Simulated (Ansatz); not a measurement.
**InH₃+ (doublet): the correlation ladder at distance In1–H3 = 2.342 Å, def2-SVP**

How much of the correlation energy of InH₃+ (doublet) does each wave-function method recover here?

Program: Ansatz 0.2.0, Gaussian basis. Level of theory: def2-SVP, core rule «outside noble gas», up to 9 orbitals frozen. These are calculated values, not measurements.

Plan: UHF; CCSD(T) on ROHF; CCSD(T) on UHF; BCCD(T) on ROHF; CISD; CCSDT(Q) on ROHF; CCSDT(Q) on UHF; CASSCF and MRCISD+Q, 3 electrons in 3 orbitals; CASSCF and NEVPT2, 3 electrons in 3 orbitals; Full CI.

39 further runs of the same task are left out: 21 for a known fault of the program, 15 that didn't finish, 3 set aside as unsound or not needed.

### 1 What is computed

The geometry derives from a PBE0/def2-TZVP stationary point (not a proven minimum). One bond is set to the value named and the two fragments are kept rigid. No spin-orbit coupling is included. Elements past krypton take def2 core potentials.

4 atoms, charge 1, spin multiplicity 2.

Atoms are counted from 1 here; the program's logs count them from 0.

Bond lengths: In1–H4 1.668 Å.

### 2 UHF

File in.yaml:

```yaml
crystal:
  periodic: [false, false, false]
  atoms:
    - {symbol: In, position_ang: [0.000000, -0.018357, 0.006297]}
    - {symbol: H, position_ang: [0.000000, 2.333482, -0.062691]}
    - {symbol: H, position_ang: [0.000000, -0.194515, -2.329068]}
    - {symbol: H, position_ang: [0.000000, -0.047903, 1.674419]}
basis:
  gaussian: {orbitals: def2-SVP}
total_charge: 1
magnetization: {spin_polarized: true, initial_magnetization: 1}
hamiltonian: {xc: hf}
output: {orbitals: {seedname: orbitals}}
```

On the command line:

```console
$ ansatz run in.yaml --threads 1 --pin off --events-out ev --progress --plain --max-ram 2393MiB
```

Further steps of the session: CCSD(T) on ROHF; CCSD(T) on UHF; BCCD(T) on ROHF; CISD; CCSDT(Q) on ROHF; CCSDT(Q) on UHF; CASSCF and MRCISD+Q, 3 electrons in 3 orbitals; CASSCF and NEVPT2, 3 electrons in 3 orbitals; Full CI.

Before running them: what should the planned runs give, taken together? Wanted: FCI below the RHF energy; RMP2 from FCI; UMP2 from FCI; RCCSD from FCI; RCCSD(T) from FCI; UCCSD(T) from FCI; RCCSDT(Q) from FCI; UCCSDT(Q) from FCI; NEVPT2 pair from FCI.

As calculated:

```
                         quantity                                                                             value
         FCI below the RHF energy                                                                        -2.1823 eV
                    RMP2 from FCI                                                                        +733.6 meV
                    UMP2 from FCI                                                                        +892.4 meV
                   RCCSD from FCI                                                                         +62.8 meV
                RCCSD(T) from FCI                                                                         +21.0 meV
                UCCSD(T) from FCI                                                                         +37.5 meV
               RCCSDT(Q) from FCI                                                                          +0.1 meV
               UCCSDT(Q) from FCI                                                                          +7.8 meV
             NEVPT2 pair from FCI                                                                        +393.8 meV
           MRCISD+Q pair from FCI                                                                          -7.1 meV
levels within 1 kcal/mol (43 meV)  RCCSD(T), UCCSD(T), BCCD(T), RCCSDT, UCCSDT, RCCSDT(Q), UCCSDT(Q), MRCISD+Q pair
                    T1 diagnostic                                                                             0.031
   effectively unpaired electrons                                                                              1.17
```

**Reading.** RCCSD(T) lands +21.0 meV from the yardstick (1.0 % of the correlation energy). MRCISD+Q pair falls below full CI: the +Q correction isn't variational, and the cores differ from full CI's. One determinant dominates. Of the multireference levels listed MRCISD+Q pair comes nearest in total energy (-7.1 meV), which doesn't show that its space is the better one. These misses are within one basis, not against nature; the frozen cores of restricted and unrestricted runs differ, which can shift their rows.
